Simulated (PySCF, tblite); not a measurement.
# C8H11ClO: infrared bands and NMR shifts

Aim: predict the infrared bands and NMR shifts of C8H11ClO (`C=C[C@@]1(CC)C[C@H]1C(=O)Cl`).

Computed with tblite 0.8.0 and PySCF 2.14.0, with density-fitted response routines of our own, on a single molecule in the gas phase. Atoms are numbered from 0 throughout.

## 1. The molecule as given

21 atoms, charge 0, multiplicity 1; geometry from: GFN2-xTB.

Bonds of the start (Å): C0–C1 1.32, C1–C2 1.48, C2–C3 1.52, C3–C4 1.53, C2–C5 1.49, C5–C6 1.51, C6–C7 1.45, C7–O8 1.19, C7–Cl9 1.78, C6–C2 1.55, C0–H10 1.08, C0–H11 1.08, C1–H12 1.08, C3–H13 1.09, C3–H14 1.09, C4–H15 1.09, C4–H16 1.09, C4–H17 1.09, C5–H18 1.08, C5–H19 1.08, C6–H20 1.08.

## 2. Harmonic vibrations with GFN2-xTB

What the job is given:

```
{"job": {"kind": "ir", "xc": "GFN2-xTB", "basis": "xTB"}, "charge": 0, "multiplicity": 1}
C      0.233023    -1.777874    -1.511169
C     -0.287461    -0.596601    -1.222067
C     -0.091212     0.160533     0.033625
C      1.047840    -0.268351     0.938445
C      2.400872     0.069805     0.315869
C     -0.461657     1.605226     0.037907
C     -1.368457     0.640669     0.767083
C     -2.679109     0.355771     0.203304
O     -3.071601     0.488052    -0.910104
Cl    -3.789020    -0.280634     1.446369
H      0.029951    -2.252999    -2.455144
H      0.873677    -2.322645    -0.839615
H     -0.935718    -0.115119    -1.940729
H      0.982265    -1.339870     1.132973
H      0.962097     0.245689     1.897487
H      2.519361    -0.426770    -0.642951
H      3.206751    -0.245535     0.973607
H      2.485996     1.141881     0.155364
H      0.110250     2.289729     0.645600
H     -0.851833     2.034343    -0.872907
H     -1.324936     0.611644     1.846581
```

**Question.** This job is followed by: GIAO PBE0/pcSseg-1 NMR shielding, non-relativistic, gas phase. Predict these results of the whole session: strongest single infrared mode (GFN2-xTB); zero-point energy (GFN2-xTB); 13C shifts against TMS (PBE0/pcSseg-1); 1H shifts against TMS (PBE0/pcSseg-1, means over atoms taken as alike); 17O shifts against H2O (PBE0/pcSseg-1); 35Cl shifts against HCl (PBE0/pcSseg-1).

The runs gave:

| quantity | value |
| --- | --- |
| strongest single infrared mode (GFN2-xTB) | 1813 cm⁻¹, 355 km/mol |
| zero-point energy (GFN2-xTB) | 105.8 kcal/mol |
| 13C shifts against TMS (PBE0/pcSseg-1) | 182.1, 144.6, 123.3, 43.7, 43.6, 31.5, 30.6, 13.3 ppm |
| 1H shifts against TMS (PBE0/pcSseg-1, means over atoms taken as alike) | 6.15, 5.72, 5.56, 2.61, 2.25, 1.52, 1.27, 1.07, 0.70 ppm |
| 17O shifts against H2O (PBE0/pcSseg-1) | 552.8 ppm |
| 35Cl shifts against HCl (PBE0/pcSseg-1) | 507 ppm |

In words: All 57 modes are real, so the xTB geometry is a minimum. The strongest single mode, at 1813 cm⁻¹, moves mainly C7 and O8. Unscaled tight-binding wavenumbers are off by several per cent, some by more. Its intensities can rank the bands wrongly. The most deshielded hydrogen is H12 (hydrogen on an alkene CH), at 6.15 ppm: olefinic region. At PBE0/pcSseg-1: The largest span, 913 ppm, is at Cl9, where the paramagnetic term is -703 ppm.
